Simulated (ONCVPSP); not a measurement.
# An ONCV potential for lithium, from input to tests

Do these settings give a usable potential? It is generated, then checked for transferability, scattering, ghosts and hardness.

Method: ONCVPSP 4.0.1, PBEsol, scalar-relativistic.

### 1 The atom and the settings

Typed settings, in words:

| Property | Result |
| --- | --- |
| element | lithium (Li, Z = 3) |
| type | optimised norm-conserving Vanderbilt (ONCV) |
| frozen core | none |
| valence charge | 3 |
| reference configuration | 1s2 (charge +1) |
| partial waves | 1s: rc 0.50 bohr, ncon 4, nbas 7, qcut 19.8 1/bohr, 2 projectors, debl 2.2 Ha; p scattering state at 0.2 Ha: rc 0.40 bohr, ncon 5, nbas 9, qcut 21.1 1/bohr, 2 projectors, debl 0.7 Ha; d scattering state at 0.08 Ha: rc 0.55 bohr, ncon 3, nbas 7, qcut 18.7 1/bohr, 2 projectors, debl 3.1 Ha |
| local potential | polynomial inside 0.30 bohr (lpopt 5, dvloc0 1 Ha) |
| core correction | not asked for |

An earlier all-electron run gives the scale for the radii.

All-electron outer shells of the reference configuration (PBEsol, scalar-relativistic, ld1.x):

| shell | level (eV) | outermost node (bohr) | outermost maximum (bohr) |
| --- | --- | --- | --- |
| 1s | -59.84 | – | 0.36 |
| 2s | -6.69 | 0.82 | 2.59 |
| 2p | -4.66 | – | 2.59 |

### 2 Generation

Input file Li.dat:

```
# ATOM AND REFERENCE CONFIGURATION
# atsym  z   nc   nv     iexc    psfile
  Li 3.00    0    1  -116133      upf
#
#   n    l    f
    1    0    2.00
#
# PSEUDOPOTENTIAL AND OPTIMIZATION
# lmax
    2
#
#   l,   rc,      ep,       ncon, nbas, qcut
    0    0.50    0.00    4    7   19.80
    1    0.40    0.20    5    9   21.10
    2    0.55    0.08    3    7   18.70
#
# LOCAL POTENTIAL
# lloc, lpopt,  rc(5),   dvloc0
    4    5    0.30    1.00
#
# VANDERBILT-KLEINMAN-BYLANDER PROJECTORs
# l, nproj, debl
    0    2    2.20
    1    2    0.70
    2    2    3.10
#
# MODEL CORE CHARGE
# icmod, fcfact, rcfact
    0    0.00    0.00
#
# LOG DERIVATIVE ANALYSIS
# epsh1, epsh2, depsh
   -4.00    5.00    0.02
#
# OUTPUT GRID
# rlmax, drl
    6.00    0.01
#
# TEST CONFIGURATIONS
# ncnf
    4
# nvcnf
#   n    l    f
    2
    1    0    2.00
    2    0    1.00
#
    2
    1    0    2.00
    2    0    0.50
#
    2
    1    0    2.00
    2    1    1.00
#
    2
    1    0    1.00
    2    0    1.00
#
```

Launch:

```sh
$ oncvpsp.x < Li.dat > Li.out
```

Q: Predict the outcome of this session. Wanted: cutoffs for 1 and 0.1 mHa per electron, occupied waves; bound ghosts; GHOST(+) flags; largest test error; largest phase difference near zero energy, channels read.

**Answer**, as computed:

```
                                                quantity                                     value
  cutoffs for 1 and 0.1 mHa per electron, occupied waves                         145 Ha and 179 Ha
                                            bound ghosts                                none found
                                          GHOST(+) flags  s at -56 eV, p at 2251 eV, p at 26367 eV
                            largest test error (AE − PS)                      +32 meV, for 1s1 2s1
largest phase difference near zero energy, channels read                                 0.000 rad
```

**Reading.** The worst unpolarised test, 1s1 2s1, is off by 32 meV on 62.6 eV; by total energies transferability rates as fair. That test lies far up in energy; among those under 40 eV, nearer to bonding, the largest error is 0.1 meV. The potential is very hard: the looser tolerance needs 145 Ha. It is free of bound ghosts as far as tested. Near zero energy the phases of the channels with partial waves agree within 0.001 rad. The program also flags highly localised states, GHOST(+) (s, p). All of this concerns the isolated atom, not yet a solid.
